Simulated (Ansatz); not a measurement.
# CH₃F₂NSi: single points with varied inputs, part 2 of 2

Ansatz 0.2.0, Gaussian basis; the settings change from run to run. The steps go on from the part before.

**7. SPW92/aug-cc-pVTZ**

Options: a grid of angular degree 11, the search for lower states set to off.

Contents of in.yaml:

```yaml
crystal:
  periodic: [false, false, false]
  atoms:
    - {symbol: F, position_ang: [-1.700075, 1.744921, 1.206717]}
    - {symbol: C, position_ang: [-0.966059, 0.686813, 0.861118]}
    - {symbol: N, position_ang: [-0.219997, 0.719036, -0.121757]}
    - {symbol: Si, position_ang: [0.812078, -0.480088, -0.772199]}
    - {symbol: F, position_ang: [0.759608, -1.840633, 0.071837]}
    - {symbol: H, position_ang: [-1.150336, -0.129133, 1.564570]}
    - {symbol: H, position_ang: [2.198070, 0.026703, -0.721862]}
    - {symbol: H, position_ang: [0.358911, -0.784719, -2.144125]}
basis:
  gaussian: {orbitals: aug-cc-pVTZ, final_grid: {core_spheres: 5, valence_spheres: 4, degree: 11}}
hamiltonian: {xc: {name: SPW92}}
scf: {lower_state_search: off}
output: {forces: true}
```

Launch:

```sh
$ ansatz run in.yaml --threads 2 --pin off --events-out ev --progress --plain --max-ram 4352MiB
```

What it wrote (excerpt; [...] marks lines left out):

```text
Functional definition: SPW92
  name "SPW92"
  cite "Dirac, Proc. Camb. Phil. Soc. 26, 376 (1930) doi:10.1017/S0305004100016108"
  cite "Slater, Phys. Rev. 81, 385 (1951) doi:10.1103/PhysRev.81.385"
  cite "Perdew & Wang, Phys. Rev. B 45, 13244 (1992) doi:10.1103/PhysRevB.45.13244"
[...]
1340 factors; their error is unknown
[...]
mean field -15804.59363818 eV, -580.8081034649 hartree, gradient 2.1e-6 eV, S^2 0.000000; 0 other end points of the search recorded, 0 dependent functions left out
[...]
reference -15804.59370273 eV, -580.8081058370 hartree; 24, 24 occupied and 279, 279 virtual orbitals, 1340 factors
Total energy: -15804.59370273 eV, -580.8081058370 hartree
Atom 0 at    -1.700075     1.744921     1.206717 Å, force    -0.106903     0.126314     0.066168 eV/Å
Atom 1 at    -0.966059     0.686813     0.861118 Å, force     0.078405     0.200267    -0.215338 eV/Å
Atom 2 at    -0.219997     0.719036    -0.121757 Å, force     0.064314    -0.067488    -0.044670 eV/Å
Atom 3 at     0.812078    -0.480088    -0.772199 Å, force    -0.012385     0.399423    -0.212065 eV/Å
Atom 4 at     0.759608    -1.840633     0.071837 Å, force    -0.065520    -0.357782     0.288956 eV/Å
Atom 5 at    -1.150336    -0.129133     1.564570 Å, force    -0.076714    -0.300649     0.270504 eV/Å
Atom 6 at     2.198070     0.026703    -0.721862 Å, force     0.210207     0.066502     0.039907 eV/Å
Atom 7 at     0.358911    -0.784719    -2.144125 Å, force    -0.091404    -0.066587    -0.193462 eV/Å
Dipole moment:     0.033652    -0.136042     0.034012 e Å
Checks for a lower state left out: stability, starts, cluster_reference, orbital_swaps, neighbouring_geometries, increment
```

Run time: 2.6 s. Hardware: 2 threads of Arm Neoverse V1, shared host; peak memory 0.41 GiB.

Largest force 0.465 eV/Å, dipole 0.69 D.

**8. PBEsol/def2-TZVP**

This run has relativity set to scalar, the search for lower states set to off.

in.yaml: that of step 7 with these lines changed.

```diff
@@ -12,4 +12,4 @@
 basis:
-  gaussian: {orbitals: aug-cc-pVTZ, final_grid: {core_spheres: 5, valence_spheres: 4, degree: 11}}
-hamiltonian: {xc: {name: SPW92}}
+  gaussian: {orbitals: def2-TZVP}
+hamiltonian: {xc: {name: PBEsol}, pseudopotentials: {relativity: scalar}}
 scf: {lower_state_search: off}
```

Same command.

What it wrote (excerpt; [...] marks lines left out):

```text
Functional definition: PBEsol
  name "PBEsol"
  cite "Perdew et al., Phys. Rev. Lett. 100, 136406 (2008) doi:10.1103/PhysRevLett.100.136406"
  cite "Perdew, Burke & Ernzerhof, Phys. Rev. Lett. 77, 3865 (1996) doi:10.1103/PhysRevLett.77.3865"
  parent pbesol
[...]
1031 factors; their error is unknown
[...]
mean field -15860.28903440 eV, -582.8548715243 hartree, gradient 3.7e-6 eV, S^2 0.000000; 0 other end points of the search recorded, 0 dependent functions left out
[...]
reference -15860.28907117 eV, -582.8548728754 hartree; 24, 24 occupied and 155, 155 virtual orbitals, 1031 factors
Total energy: -15860.28907117 eV, -582.8548728754 hartree
Relativity: scalar
Atom 0 at    -1.700075     1.744921     1.206717 Å, force    -0.285730     0.405466     0.138136 eV/Å
Atom 1 at    -0.966059     0.686813     0.861118 Å, force    -0.152270    -0.095299     0.251119 eV/Å
Atom 2 at    -0.219997     0.719036    -0.121757 Å, force     0.441394     0.083472    -0.618064 eV/Å
Atom 3 at     0.812078    -0.480088    -0.772199 Å, force    -0.063902     0.174568    -0.017171 eV/Å
Atom 4 at     0.759608    -1.840633     0.071837 Å, force     0.006955    -0.333062     0.181081 eV/Å
Atom 5 at    -1.150336    -0.129133     1.564570 Å, force    -0.071801    -0.296993     0.262281 eV/Å
Atom 6 at     2.198070     0.026703    -0.721862 Å, force     0.207039     0.094615     0.013018 eV/Å
Atom 7 at     0.358911    -0.784719    -2.144125 Å, force    -0.081683    -0.032768    -0.210400 eV/Å
Dipole moment:     0.008253    -0.123412     0.059652 e Å
Checks for a lower state left out: stability, starts, cluster_reference, orbital_swaps, neighbouring_geometries, increment
```

Wall time 2 s (2 threads of Arm Neoverse V1, shared host).

Largest force 0.764 eV/Å, dipole 0.66 D.

**9. BHLYP/def2-mTZVPP**

This run has charge -1, multiplicity 2, atoms shaken by 0.15 Å, finite nuclei, the search for lower states set to full.

Contents of in.yaml:

```yaml
crystal:
  periodic: [false, false, false]
  atoms:
    - {symbol: F, position_ang: [-1.735516, 1.378767, 1.281246]}
    - {symbol: C, position_ang: [-1.158000, 0.814577, 0.952292]}
    - {symbol: N, position_ang: [-0.388235, 0.537347, -0.191628]}
    - {symbol: Si, position_ang: [0.822174, -0.412561, -0.673574]}
    - {symbol: F, position_ang: [0.612638, -1.567004, -0.099812]}
    - {symbol: H, position_ang: [-1.314356, -0.082633, 1.320242]}
    - {symbol: H, position_ang: [2.163602, 0.111093, -0.940805]}
    - {symbol: H, position_ang: [0.055335, -0.857253, -1.912391]}
basis:
  gaussian: {orbitals: def2-mTZVPP, nuclear_model: gaussian}
total_charge: -1
magnetization: {spin_polarized: true, initial_magnetization: 1}
hamiltonian: {xc: {name: BHLYP}}
scf: {lower_state_search: full}
```

The command is unchanged.

What it wrote (excerpt; [...] marks lines left out):

```text
Functional definition: BHLYP
  name "BHLYP"
  cite "Becke, J. Chem. Phys. 98, 1372 (1993) doi:10.1063/1.464304"
  cite "Becke, Phys. Rev. A 38, 3098 (1988) doi:10.1103/PhysRevA.38.3098"
  cite "Lee, Yang & Parr, Phys. Rev. B 37, 785 (1988) doi:10.1103/PhysRevB.37.785"
[...]
1227 factors; their error is unknown
[...]
mean field -15867.39984670 eV, -583.1161890564 hartree, gradient 1.7e-5 eV, S^2 0.754791; 8 other end points of the search recorded, 0 dependent functions left out
reference -15867.40001863 eV, -583.1161953746 hartree; 25, 24 occupied and 108, 109 virtual orbitals, 1227 factors
Total energy: -15867.40001863 eV, -583.1161953746 hartree
```

Run time: 20 s. Hardware: 2 threads of Arm Neoverse V1, shared host; peak memory 0.44 GiB.

⟨S²⟩ 0.755.

**10. HSE06/def2-SVPD**

This run has charge +1, multiplicity 2, D4 dispersion, the search for lower states set to full.

Contents of in.yaml:

```yaml
crystal:
  periodic: [false, false, false]
  atoms:
    - {symbol: F, position_ang: [-1.700075, 1.744921, 1.206717]}
    - {symbol: C, position_ang: [-0.966059, 0.686813, 0.861118]}
    - {symbol: N, position_ang: [-0.219997, 0.719036, -0.121757]}
    - {symbol: Si, position_ang: [0.812078, -0.480088, -0.772199]}
    - {symbol: F, position_ang: [0.759608, -1.840633, 0.071837]}
    - {symbol: H, position_ang: [-1.150336, -0.129133, 1.564570]}
    - {symbol: H, position_ang: [2.198070, 0.026703, -0.721862]}
    - {symbol: H, position_ang: [0.358911, -0.784719, -2.144125]}
basis:
  gaussian: {orbitals: def2-SVPD}
total_charge: 1
magnetization: {spin_polarized: true, initial_magnetization: 1}
hamiltonian: {xc: {name: HSE06}, dispersion: d4}
scf: {lower_state_search: full}
output: {forces: true}
```

The command is unchanged.

What it wrote (excerpt; [...] marks lines left out):

```text
Functional definition: HSE06
  name "HSE06"
  cite "Heyd, Scuseria & Ernzerhof, J. Chem. Phys. 118, 8207 (2003) doi:10.1063/1.1564060"
  cite "Krukau, Vydrov, Izmaylov & Scuseria, J. Chem. Phys. 125, 224106 (2006) doi:10.1063/1.2404663"
  cite "Heyd & Scuseria, J. Chem. Phys. 120, 7274 (2004) doi:10.1063/1.1668634"
  cite "Ernzerhof & Perdew, J. Chem. Phys. 109, 3313 (1998) doi:10.1063/1.476928"
  cite "Perdew, Burke & Ernzerhof, Phys. Rev. Lett. 77, 3865 (1996) doi:10.1103/PhysRevLett.77.3865"
  parent pbe
[...]
  # The whole range is PBE's own exchange, as in plane waves. The composition of these papers is wPBEh.
[...]
1151 factors; their error is unknown
138 factors; integrals over basis functions are off by at most 5.1e-7 eV
[...]
mean field -15857.72421373 eV, -582.7606161032 hartree, gradient 6.4e-6 eV, S^2 0.758580; 8 other end points of the search recorded, 0 dependent functions left out
[...]
reference -15857.72426737 eV, -582.7606180743 hartree; 24, 23 occupied and 110, 111 virtual orbitals, 1151 factors
Total energy: -15857.82019176 eV, -582.7641432305 hartree
Atom 0 at    -1.700075     1.744921     1.206717 Å, force     1.222820    -1.566729    -0.685553 eV/Å
Atom 1 at    -0.966059     0.686813     0.861118 Å, force    -3.299841     3.742837     2.131034 eV/Å
Atom 2 at    -0.219997     0.719036    -0.121757 Å, force    -0.818048     0.256303     0.910717 eV/Å
Atom 3 at     0.812078    -0.480088    -0.772199 Å, force     3.690836    -2.128703    -3.556385 eV/Å
Atom 4 at     0.759608    -1.840633     0.071837 Å, force    -0.707551     0.129621     0.841481 eV/Å
Atom 5 at    -1.150336    -0.129133     1.564570 Å, force     0.370163    -0.876100     0.019356 eV/Å
Atom 6 at     2.198070     0.026703    -0.721862 Å, force    -0.143372     0.259489     0.235822 eV/Å
Atom 7 at     0.358911    -0.784719    -2.144125 Å, force    -0.315006     0.183281     0.103528 eV/Å
Dipole moment:    -0.164561     0.287987     0.048409 e Å
```

Run time: 35 s. Hardware: 2 threads of Arm Neoverse V1, shared host; peak memory 0.58 GiB.

Largest force 5.550 eV/Å, ⟨S²⟩ 0.759.

**11. All runs side by side**

```
              level  charge  multiplicity  geometry  functions  energy (eV)     time
 wPBEh/ANO-RCC-VTZP      -1             2   relaxed        196   -15904.662  1.8 min
   r2SCAN/def2-TZVP       0             3   relaxed        179   -15881.581     21 s
      RPA/6-31++G**       1             2   relaxed        117   -15846.645    8.5 s
B2PLYP/x2c-TZVPPall       0             1    shaken        208   -15907.084     18 s
r2SCAN0/aug-cc-pVTZ       0             1   relaxed        303   -15886.995      9 s
  SPW92/aug-cc-pVTZ       0             1   relaxed        303   -15804.594    2.6 s
   PBEsol/def2-TZVP       0             1   relaxed        179   -15860.289      2 s
  BHLYP/def2-mTZVPP      -1             2    shaken        133   -15867.400     20 s
    HSE06/def2-SVPD       1             2   relaxed        134   -15857.820     35 s
```

**12. Results**

This closing draws on all 2 parts.

| quantity | value |
| --- | --- |
| runs | 9 |
| quickest | PBEsol/def2-TZVP, 2 s |
| slowest | wPBEh/ANO-RCC-VTZP, 1.8 min |
| spread of total energies, same state and geometry | 82.4 eV |
| dipole, same state and geometry | 0.66 to 0.69 D |

**Reading.** Run time spans a factor of 55, from PBEsol/def2-TZVP to wPBEh/ANO-RCC-VTZP. The jobs differ in tasks and options as well as level. Total energies at one charge and spin differ by 82 eV between levels, so only differences within one level mean anything. Some of these runs are scalar-relativistic and others not, which shifts the totals of all-electron atoms past neon by eV; core potentials, where a basis has them, take the core out of the total altogether. At the PBE0-D4/def2-TZVP geometry and in the same state, runs without warnings or point charges leave forces up to 0.76 eV/Å (PBEsol/def2-TZVP), against 4.6 eV/Å where the atoms were moved.
